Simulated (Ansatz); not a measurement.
# Hf2Si2Os (element-swapped structure): how the settings move a single-point run

Question: which choices in the input matter for Hf2Si2Os (element-swapped structure)?

Computed with Ansatz 0.2.0 (reference: DFT r2SCAN, plane waves, PAW, scalar-relativistic, no spin polarisation, unless a step's input says otherwise).

### 1 The system as given

It takes space group P4/mbm (No. 127, tetragonal). The conventional cell has a = 6.485 Å, b = 6.485 Å, c = 4.051 Å, α = 90.00°, β = 90.00°, γ = 90.00°. Os (site symmetry 4/m) is surrounded by 4 Si at 2.57 Å. Si (site symmetry m2m) is surrounded by 1 Si at 2.27 Å and 2 Os at 2.57 Å and 6 Hf at 2.73 to 2.83 Å. Hf (site symmetry m2m) has 6 Si at 2.73 to 2.83 Å and 4 Os at 3.13 Å as nearest neighbours.

Structure file:

```cif
data_structure
_symmetry_space_group_name_H-M 'P4/mbm'
_symmetry_Int_Tables_number 127
_cell_length_a 6.4851
_cell_length_b 6.4851
_cell_length_c 4.0511
_cell_angle_alpha 90.000
_cell_angle_beta 90.000
_cell_angle_gamma 90.000
_cell_volume 170.37
loop_
_atom_site_label
_atom_site_type_symbol
_atom_site_symmetry_multiplicity
_atom_site_Wyckoff_symbol
_atom_site_fract_x
_atom_site_fract_y
_atom_site_fract_z
_atom_site_occupancy
Os1 Os 2 a 0.00000 0.00000 0.00000 1
Si1 Si 4 g 0.37600 0.87600 0.00000 1
Hf1 Hf 4 h 0.17689 0.67689 0.50000 1
```

### 2 Reference

The input, input.yaml:

```yaml
crystal:
  lattice:
    - [6.485054, 0.0, 0.0]
    - [0.0, 6.485054, 0.0]
    - [0.0, 0.0, 4.051122]
  atoms:
    - { symbol: Os, position: [0.0, 0.0, 0.0] }
    - { symbol: Os, position: [0.5, 0.5, 0.0] }
    - { symbol: Si, position: [0.376, 0.876, 0.0] }
    - { symbol: Si, position: [0.124, 0.376, 0.0] }
    - { symbol: Si, position: [0.624, 0.124, 0.0] }
    - { symbol: Si, position: [0.876, 0.624, 0.0] }
    - { symbol: Hf, position: [0.17689, 0.67689, 0.5] }
    - { symbol: Hf, position: [0.32311, 0.17689, 0.5] }
    - { symbol: Hf, position: [0.82311, 0.32311, 0.5] }
    - { symbol: Hf, position: [0.67689, 0.82311, 0.5] }
  symmetry: { tolerance: 0.0003 }
kpoints:
  mp_grid: { grid: [3, 3, 5], shift: [0, 0, 0] }
magnetization:
  spin_polarized: false
scf:
  occupations: { method: fermi_dirac, width: 0.023 }
hamiltonian:
  pseudopotentials: { kind: paw }
  xc: r2scan
basis:
  ecutwfc: 500
output:
  forces: true
  stress: true
  eigenvalues: true
```

On the command line:

```console
$ ansatz run input.yaml --threads 1 --pin off --max-ram 2560MiB --backend cpu --events-out ev --progress --plain --runs-dir out
```

### 3 Changing settings: xc pbesol

input.yaml, as its differences from that of step 2:

```diff
@@ -25,3 +25,3 @@
   pseudopotentials: { kind: paw }
-  xc: r2scan
+  xc: pbesol
 basis:
```

### 4 Changing settings: occupations.method gaussian, occupations.width 0.05

input.yaml, as its differences from that of step 2:

```diff
@@ -22,3 +22,3 @@
 scf:
-  occupations: { method: fermi_dirac, width: 0.023 }
+  occupations: { method: gaussian, width: 0.05 }
 hamiltonian:
```

### 5 Variant: occupations.method gaussian, occupations.width 0.3, lower_state_search off, ecutwfc 25.7 Ry

input.yaml, as its differences from that of step 2:

```diff
@@ -22,3 +22,4 @@
 scf:
-  occupations: { method: fermi_dirac, width: 0.023 }
+  occupations: { method: gaussian, width: 0.3 }
+  lower_state_search: "off"
 hamiltonian:
@@ -27,3 +28,3 @@
 basis:
-  ecutwfc: 500
+  ecutwfc: "25.7 Ry"
 output:
@@ -32 +33,5 @@
   eigenvalues: true
+  write_density: true
+  write_potential: true
+  elf: true
+  volumetric_format: npy
```

### 6 Variant: hubbard.sites [{species: Os, l: d, u_eff: 3.0}], hubbard.double_counting amf, ecutwfc 350 eV

input.yaml, as its differences from that of step 2:

```diff
@@ -26,4 +26,5 @@
   xc: r2scan
+  hubbard: { sites: [{ species: Os, l: d, u_eff: 3.0 }], double_counting: amf }
 basis:
-  ecutwfc: 500
+  ecutwfc: "350 eV"
 output:
```

**Question.** What will these runs give? Wanted: for each run, ending; energy change; pressure; gap; force.

As calculated:

```
                                                                                            run     ending                                        energy change  pressure (GPa)  gap (eV)  force (eV/Å)  cycles  time
                                                                                      reference  converged                                                    0           -10.1      0.00          1.98       9  23 s
                                                                                   1: xc pbesol  converged                                       not comparable           -12.1      0.00          1.93       7  11 s
                                         2: occupations.method gaussian, occupations.width 0.05  converged                                   0.0 meV/atom (σ→0)           -10.1      0.00          1.99       9  22 s
 3: occupations.method gaussian, occupations.width 0.3, lower_state_search off, ecutwfc 25.7 Ry  converged                                  +6.6 meV/atom (σ→0)           -10.0      0.00          1.88       9  18 s
4: hubbard.sites [{species: Os, l: d, u_eff: 3.0}], hubbard.double_counting amf, ecutwfc 350 eV  converged  -9.4 meV/atom (U changed: no physical gain or loss)            -9.6      0.00          1.87      10  18 s
```

Times don't compare one to one where runs were asked for different outputs or read a saved state (see the inputs); cycles may leave out searches for a lower state.

Residual by cycle in the longest SCF loop of each run; runs are numbered as in the table. The quantity is the density residual dr2, in eV.

```
cycle  reference   run 1    run 2   run 3    run 4
    1      0.604  0.0626    0.606   0.584     77.5
    2     0.0454  0.0188   0.0456   0.034      4.2
    3     0.0155  8.9e-4   0.0157  0.0163     0.56
    4    0.00932  2.8e-4  0.00932  7.2e-4   0.0735
    5     3.7e-4  1.3e-5   3.7e-4  7.8e-4   0.0202
    6     5.4e-5  8.5e-7   5.2e-5  5.2e-5  0.00366
    7     1.1e-6  4.3e-8   1.1e-6  4.1e-6   2.5e-4
    8     5.4e-7       -   5.1e-7  3.4e-7   2.4e-5
    9     1.8e-8       -   1.6e-8  1.6e-8   9.1e-7
   10          -       -        -       -   5.9e-8
```

What this shows: Of the converged runs whose energies compare with the reference's, «occupations.method gaussian, occupations.width 0.3, lower_state_search off, ecutwfc 25.7 Ry» moves the energy most (+6.6 meV/atom). Runs 3 and 4 ran under the cutoff that the potentials recommend, as the log warns, so basis error is mixed into their values. A changed U is a change of model: its shifts are not errors of convergence. The reference has no spin polarisation; with Os present, a magnetic state may lie lower.

The reference has limits of its own: its mesh is coarse for a cell with so small a gap or none; the cell is far from equilibrium (-10 GPa, forces up to 2.0 eV/Å), so its values aren't those of the relaxed material; the structure is made up and not relaxed.
